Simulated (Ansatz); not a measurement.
# BGeH₉Si₂: how energies converge with the basis set

How large a basis does BGeH₉Si₂ need? Two functionals are run in growing sets.

Computed with Ansatz 0.2.0, Gaussian basis. Level: one geometry, several basis sets.

Plan: PBE0-D4/def2-SVP; ωB97M-V/def2-SVP; PBE0-D4/def2-QZVPP; ωB97M-V/def2-QZVPP; the functionals' def2-TZVPP values are taken from earlier runs.

### Step 1. The geometry

An earlier PBE0-D4 in a triple-zeta def2 set relaxation fixed the geometry.

13 atoms, charge 0, spin multiplicity 1.

Atoms are counted from 1 here; the program's logs count them from 0.

Bond lengths: B1–Si2 1.983 Å, B1–H5 1.196 Å, B1–H6 1.195 Å, Si2–Ge3 2.404 Å, Si2–H7 1.489 Å, Si2–H8 1.488 Å, Ge3–Si4 2.379 Å, Ge3–H9 1.541 Å, Ge3–H10 1.541 Å, Si4–H11 1.487 Å, Si4–H12 1.487 Å, Si4–H13 1.487 Å. Angles: Si2–B1–H5 120.6°, Si2–B1–H6 121.1°, H5–B1–H6 118.0°, B1–Si2–Ge3 100.6°, B1–Si2–H7 115.4°, B1–Si2–H8 116.0°, Ge3–Si2–H7 106.5°, Ge3–Si2–H8 108.1°, H7–Si2–H8 109.3°, Si2–Ge3–Si4 110.8°, Si2–Ge3–H9 109.8°, Si2–Ge3–H10 108.6°, Si4–Ge3–H9 109.7°, Si4–Ge3–H10 110.2°, H9–Ge3–H10 107.6°, Ge3–Si4–H11 109.7°, Ge3–Si4–H12 111.3°, Ge3–Si4–H13 109.3° and more.

Coordinates:

```
B    -1.8855    1.2402   -0.3777
Si   -1.6055   -0.7230   -0.3600
Ge    0.7757   -0.8328   -0.6709
Si    1.9115    0.3056    1.0816
H    -1.7498    1.8837    0.6208
H    -2.0713    1.8273   -1.4022
H    -1.8931   -1.3961    0.9362
H    -2.2510   -1.4836   -1.4643
H     1.1548   -0.2085   -2.0272
H     1.1992   -2.3144   -0.7048
H     1.4883   -0.2463    2.3956
H     3.3857    0.1628    0.9511
H     1.5615    1.7505    1.0367
```

### Step 2. PBE0-D4 in def2-SVP

Contents of in.yaml:

```yaml
crystal:
  periodic: [false, false, false]
  atoms:
    - {symbol: B, position_ang: [-1.885513, 1.240177, -0.377740]}
    - {symbol: Si, position_ang: [-1.605508, -0.722982, -0.360040]}
    - {symbol: Ge, position_ang: [0.775662, -0.832843, -0.670875]}
    - {symbol: Si, position_ang: [1.911471, 0.305642, 1.081628]}
    - {symbol: H, position_ang: [-1.749783, 1.883747, 0.620777]}
    - {symbol: H, position_ang: [-2.071268, 1.827337, -1.402185]}
    - {symbol: H, position_ang: [-1.893060, -1.396146, 0.936184]}
    - {symbol: H, position_ang: [-2.251048, -1.483597, -1.464333]}
    - {symbol: H, position_ang: [1.154807, -0.208484, -2.027199]}
    - {symbol: H, position_ang: [1.199196, -2.314362, -0.704850]}
    - {symbol: H, position_ang: [1.488320, -0.246291, 2.395617]}
    - {symbol: H, position_ang: [3.385713, 0.162801, 0.951072]}
    - {symbol: H, position_ang: [1.561510, 1.750503, 1.036745]}
basis:
  gaussian: {orbitals: def2-SVP}
hamiltonian: {xc: pbe0, dispersion: d4}
output: {orbitals: {seedname: orbitals}}
```

The run is started by

```bash
ansatz run in.yaml --threads 4 --pin off --events-out ev --progress --plain --max-ram 10444MiB
```

Further steps of the session: ωB97M-V in def2-SVP; PBE0-D4 in def2-QZVPP; ωB97M-V in def2-QZVPP.

Q: Predict the results of all the runs planned. Wanted: PBE0-D4: double and triple zeta above quadruple; ωB97M-V: double and triple zeta above quadruple.

As calculated:

| quantity | value |
| --- | --- |
| PBE0-D4: double and triple zeta above quadruple | 15.23, 1.80 eV |
| ωB97M-V: double and triple zeta above quadruple | 15.32, 1.73 eV |

**Reading.** PBE0-D4 gains 13.44 eV from double to triple zeta, then 1.80 eV more. These are total energies; as a rule much of such shifts cancels in differences, which this series doesn't test.
